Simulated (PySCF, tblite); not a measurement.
# C₅H₆F₄Si: geometry, infrared bands and NMR shifts

Aim: predict the infrared bands and NMR shifts of C₅H₆F₄Si (`F[C@@H]1C=C(C(F)(F)F)C[SiH2]1`).

Computed with tblite 0.8.0 and PySCF 2.14.0, with density-fitted response routines of our own, on a single molecule in the gas phase. Atoms count from 0, in the outputs and in this text.

## 1. The starting structure

16 atoms, charge 0, multiplicity 1; geometry from: force field or distance geometry start.

Bonds of the start (Å): F0–C1 1.36, C1–C2 1.50, C2–C3 1.37, C3–C4 1.50, C4–F5 1.37, C4–F6 1.35, C4–F7 1.35, C3–C8 1.51, C8–Si9 1.91, Si9–C1 1.89, C1–H10 1.10, C2–H11 1.09, C8–H12 1.09, C8–H13 1.09, Si9–H14 1.50, Si9–H15 1.48.

## 2. Geometry optimisation with GFN2-xTB

What the job is given:

```
{"job": {"kind": "relax", "xc": "GFN2-xTB", "basis": "xTB"}, "charge": 0, "multiplicity": 1}
F      2.142100    -1.761400    -0.624500
C      1.648800    -0.814300     0.223600
C      0.211200    -1.091200     0.544200
C     -0.724400    -0.159900     0.179800
C     -2.200100    -0.282200     0.418400
F     -2.887900    -0.234900    -0.760600
F     -2.657500     0.738900     1.178500
F     -2.538900    -1.431000     1.035100
C     -0.223900     1.085600    -0.503700
Si     1.671400     0.875300    -0.616500
H      2.257900    -0.826800     1.141000
H     -0.067900    -2.024300     1.029300
H     -0.660100     1.177700    -1.498700
H     -0.464900     1.980400     0.078000
H      2.363400     1.926000     0.192300
H      2.123100     0.851000    -2.027800
```

Run with:

```sh
$ OMP_NUM_THREADS=1 python probes_run.py task.json out
```

One launch serves the whole session: the jobs run in the order shown.

**Question.** This job is followed by: GFN2-xTB harmonic vibrations, gas phase; GIAO PBE0/pcSseg-1 NMR shielding, non-relativistic, gas phase. Predict these results of the whole session: strongest single infrared mode (GFN2-xTB); zero-point energy (GFN2-xTB); 13C shifts against TMS (PBE0/pcSseg-1); 1H shifts against TMS (PBE0/pcSseg-1); 19F shifts against CFCl3 (PBE0/pcSseg-1, means over atoms taken as alike); 29Si shifts against TMS (PBE0/pcSseg-1); surface potential, 1st and 99th percentile.

**Answer**, as computed:

| quantity | value |
| --- | --- |
| strongest single infrared mode (GFN2-xTB) | 2320 cm⁻¹, 272 km/mol |
| zero-point energy (GFN2-xTB) | 61.4 kcal/mol |
| 13C shifts against TMS (PBE0/pcSseg-1) | 145.5, 142.2, 132.3, 94.5, 13.7 ppm |
| 1H shifts against TMS (PBE0/pcSseg-1) | 7.04, 6.04, 4.60, 4.56, 2.09, 1.85 ppm |
| 19F shifts against CFCl3 (PBE0/pcSseg-1, means over atoms taken as alike) | -86.4, -242.2 ppm |
| 29Si shifts against TMS (PBE0/pcSseg-1) | -27.4 ppm |
| surface potential, 1st and 99th percentile | -0.91 V and 1.48 V |

Relaxing lowered the energy by 0.191 eV in 70 steps; the close pair that moved most is C1–Si9, from 1.887 to 1.934 Å. No mode is imaginary among the 42: a minimum at this level. The strongest single mode, at 2320 cm⁻¹, moves mainly H15. GFN2-xTB is a fitted tight-binding method: band positions and strengths are rough. Its intensities can rank the bands wrongly. The most deshielded hydrogen is H11 (hydrogen on an alkene CH), at 7.04 ppm: attached to an sp2 carbon and in the plane of the double bond. At PBE0/pcSseg-1: The largest span, 198 ppm, is at C2, where the paramagnetic term is -211 ppm. At PBE0/pcSseg-1, counted by nearest atom on the grid, the HOMO lies on C2, C3 about 23 % each; C1 12 %, the LUMO on C2, C3 about 30 % each; H11 7 %.
